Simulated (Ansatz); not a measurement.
# Si2Mo: properties at the relaxed cell

One table from this session's results is given with a row withheld; the runs are named, their logs left out.

Computed with Ansatz 0.2.0 (DFT PBE, scalar-relativistic, plane waves, PAW, unless a step's input says otherwise).

## Starting point

It takes space group I4/mmm (No. 139, tetragonal). Conventional cell: a = 3.217 Å, b = 3.217 Å, c = 7.873 Å, α = 90.00°, β = 90.00°, γ = 90.00°. Si (site symmetry 4mm) has 5 Si at 2.60 to 2.64 Å and 5 Mo at 2.62 to 2.64 Å as nearest neighbours. Around Mo (site symmetry 4/mmm) lie 10 Si at 2.62 to 2.64 Å.

Structure file:

```
CELL_PARAMETERS angstrom
-1.60842 1.60842 3.93651
1.60842 -1.60842 3.93651
1.60842 1.60842 -3.93651
ATOMIC_POSITIONS crystal
Si 0.33510 0.33510 0.00000
Si 0.66490 0.66490 0.00000
Mo 0.00000 0.00000 0.00000
```

This cell was relaxed beforehand with the same method: volume 13.58 Å³/atom, gap on the mesh none (metal).

The first run:

Contents of input.yaml:

```yaml
crystal:
  lattice:
    - [-1.5921758729, 1.5921758729, 3.8967444535]
    - [1.5921758729, -1.5921758729, 3.8967444535]
    - [1.5921758729, 1.5921758729, -3.8967444535]
  atoms:
    - { symbol: Si, position: [0.335099126, 0.335099126, 0.0] }
    - { symbol: Si, position: [0.664900874, 0.664900874, 0.0] }
    - { symbol: Mo, position: [0.0, 0.0, 0.0] }
basis:
  ecutwfc: 420
kpoints:
  mp_grid: { grid: [18, 18, 18] }
hamiltonian:
  xc: pbe
scf:
  occupations: { method: gaussian, width: 0.1 }
output:
  forces: true
  stress: true
  eigenvalues: true
  write_density: true
  write_potential: true
  elf: true
  volumetric_format: npy
relax:
  adjacent_minimum: "off"
  f_tol: 0.01
  max_steps: 30
  cell: { stress_tol: 0.1, fix: [volume] }
```

The run is started by

```console
> ansatz run input.yaml --threads 1 --pin off --max-ram 2560MiB --backend cpu --events-out ev --progress --plain --runs-dir out
```

Steps of the session up to this table: Volume × 0.97; The cell scaled to 1.03 of its volume; The cell scaled to 0.94 of its volume; Volume × 1.06; Point at V/V0 = 0.91; The cell scaled to 1.10 of its volume; Volume × 0.88.

One of the session's tables, all rows but one given; the rest of the session is left out.

It belongs to the step «Energy against volume». 

| volume (Å³/atom) | energy above the lowest point (meV/atom) | pressure (GPa) |
| --- | --- | --- |
| 11.949 | 156.8 | 34.56 |
| 12.356 | ? | ? |
| 12.764 | 34.9 | 14.49 |
| 13.171 | 8.2 | 6.66 |
| 13.578 | 0.0 | 0.01 |
| 13.986 | 7.4 | -5.64 |
| 14.393 | 28.0 | -10.42 |
| 14.936 | 72.5 | -15.66 |

**Question.** Estimate the row for volume (Å³/atom) = 12.356.

Worked estimate for «energy above the lowest point (meV/atom)». A straight line through the neighbours (11.949, 156.8) and (12.764, 34.9) gives 156.8 + (34.9 − 156.8) × (12.356 − 11.949) / (12.764 − 11.949) = 95.9; a parabola fitted to 3 rows on both sides gives 84.5.

The run gave: energy above the lowest point (meV/atom): 83.1; pressure (GPa): 23.71. In «energy above the lowest point (meV/atom)» the line misses by +12.8 and the parabola by +1.4.
